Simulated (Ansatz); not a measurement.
Run this with the Ansatz DFT code, driven from Python and show what comes out.

The script, `run_soc.py`:
```python
"""Levels of Ti3Se without and with spin-orbit coupling."""

import ansatz as az


def main() -> None:
    xtal = (
        az.Lattice.of([3.197446, 0.0, 0.0], [-1.598723, 2.769069, 0.0], [0.0, 0.0, 7.942745])
        .atom("Ti", [1 / 3, 2 / 3, 0.227098])
        .atom("Ti", [1 / 3, 2 / 3, 0.772902])
        .atom("Ti", [2 / 3, 1 / 3, 0.5])
        .atom("Se", [0.0, 0.0, 0.0])
    )

    calc = xtal.calculation()
    calc = calc.kpoints(10, 10, 4, center="monkhorst-pack").scf(max_iterations=200)
    calc = calc.occupations("fermi_dirac")
    calc = calc.basis(420, xc_grid=3).functional("pbesol", dispersion="d4")
    calc = calc.band_table()
    for label, variant in (("scalar-relativistic", calc), ("spin-orbit", calc.spin(soc=True))):
        r = variant.run(threads=1).report
        zero = r["band_edges_ev"][0] if r.get("band_edges_ev") else r["fermi_energy_ev"]
        near = [round(e - zero, 3) for e in r["eigenvalues_ev"][0] if abs(e - zero) < 4]
        print(label)
        print("  band edges (eV):", [round(e, 3) for e in r.get("band_edges_ev") or []] or "none reported")
        print("  levels at k =", r["kpoints_frac"][0], "within 4 eV of the zero:", near)


if __name__ == "__main__":
    main()
```

`python run_soc.py` gives:
```text
DeckWarning: crystal.symmetry: narrowed to the stabiliser of the k-point mesh — unitary ops 12 → 4; excluded 8 operations that carry a point of the 10×10×4 mesh (shift [0.5, 0.5, 0.5]) off the mesh [...]
scalar-relativistic
  band edges (eV): none reported
  levels at k = [0.05, 0.05, 0.125] within 4 eV of the zero: [-2.144, -1.822, -1.421, -0.428, 0.158, 0.222, 0.312, 0.43, 0.807, 1.164, 1.318, 1.362]
DeckWarning: crystal.symmetry: narrowed to the stabiliser of the k-point mesh — unitary ops 12 → 4, anti-unitary 12 → 4; excluded 16 operations that carry a point of the 10×10×4 mesh (shift [0.5, [...]
spin-orbit
  band edges (eV): none reported
  levels at k = [0.05, 0.05, 0.125] within 4 eV of the zero: [-2.147, -2.145, -1.853, -1.843, -1.41, -1.401, -0.426, -0.424, 0.157, 0.16, 0.222, 0.223, 0.31, 0.316, 0.43, 0.432, 0.807, 0.809, 1.159, 1.167, 1.313, 1.323, 1.361, 1.365]
```
(Warnings from the package without file and line, shortened.)

The settings weren't tested for convergence. The computed bands are complete only to about 1.4 eV above the Fermi level. Dispersion corrections can be off by several per cent in the lattices of metals, and by several GPa in the pressure at a fixed cell. This cell is a computed structure, which may not be the phase found in nature. Levels are Kohn-Sham eigenvalues on this mesh. With spin-orbit coupling each level holds one electron and, with inversion or at time-reversal points, comes in pairs; a window in energy can cut a split set. Run time: 2.7 min on 1 thread of Arm Neoverse V1, on a shared host, peak memory 0.92 GiB.
